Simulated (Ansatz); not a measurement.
# CH8BNO: the cost of one run

Program: Ansatz 0.2.0. Level of theory: RKS B3LYP/def2-SVP. These are calculated values, not measurements.

### Step 1. The system as given

Bond lengths: B1–O2 1.760 Å, O2–H3 1.010 Å, B1–C4 1.600 Å, C4–H5 1.110 Å, C4–H6 1.110 Å, C4–H7 1.110 Å, B1–H8 1.190 Å, B1–N9 1.850 Å, N9–H10 1.060 Å, N9–H11 1.060 Å, O2–H12 1.140 Å, N9–H12 1.157 Å. Angles (14 of 22 angles, heavy atoms first): O2–B1–C4 120.0°, O2–B1–N9 71.6°, C4–B1–N9 96.8°, B1–O2–H3 109.5°, B1–O2–H12 79.4°, O2–B1–H8 120.0°, C4–B1–H8 120.0°, H8–B1–N9 101.3°, B1–C4–H5 109.5°, B1–C4–H6 109.5°, B1–C4–H7 109.5°, B1–N9–H10 120.0°, B1–N9–H11 120.0°, B1–N9–H12 75.1°.

Coordinates:

```xyz
12

B     0.0000    0.0000    0.0000
O     0.0000    0.0000    1.7600
H    -0.9095   -0.2814    2.0971
C     1.3856    0.0000   -0.8000
H     1.7152   -1.0462   -0.9702
H     1.2491    0.5080   -1.7774
H     2.1552    0.5381   -0.2082
H    -1.0305    0.0000   -0.5950
N     0.0829    1.7537    0.5833
H     0.4765    1.9752    1.5423
H    -0.2631    2.5370   -0.0414
H     0.0529    1.1189    1.5507
```

### Step 2. A restrained relaxation towards end A

Springs on the bonds that form and break draw the guess towards this end; the thresholds are loose.

input.yaml reads:

```yaml
crystal:
  periodic: [false, false, false]
  atoms:
    - { symbol: B, position_ang: [0.0, 0.0, 0.0] }
    - { symbol: O, position_ang: [0.0, 0.0, 1.76] }
    - { symbol: H, position_ang: [-0.9095, -0.2814, 2.0971] }
    - { symbol: C, position_ang: [1.3856, 0.0, -0.8] }
    - { symbol: H, position_ang: [1.7152, -1.0462, -0.9702] }
    - { symbol: H, position_ang: [1.2491, 0.508, -1.7774] }
    - { symbol: H, position_ang: [2.1552, 0.5381, -0.2082] }
    - { symbol: H, position_ang: [-1.0305, 0.0, -0.595] }
    - { symbol: "N", position_ang: [0.0829, 1.7537, 0.5833] }
    - { symbol: H, position_ang: [0.4765, 1.9752, 1.5423] }
    - { symbol: H, position_ang: [-0.2631, 2.537, -0.0414] }
    - { symbol: H, position_ang: [0.0529, 1.1189, 1.5507] }
basis:
  gaussian: { orbitals: def2-SVP }
hamiltonian:
  xc: b3lyp
relax:
  f_tol: 0.15
  max_steps: 25
  restrain:
    - { distance: [0, 8], at: 2.75, k: 30.0 }
    - { distance: [11, 1], at: 2.21, k: 30.0 }
    - { distance: [0, 1], at: 1.41, k: 30.0 }
    - { distance: [11, 8], at: 1.06, k: 30.0 }
output:
  orbitals: {}
```

Launch:

```
$ ansatz run input.yaml --threads 2 --pin off --max-ram 3072MiB --backend cpu --events-out ev --progress --plain --runs-dir out
```

Q: Estimate wall time and peak memory on 2 threads of Arm Neoverse V1, shared host.

About 32 s, with a peak of 0.19 GiB.
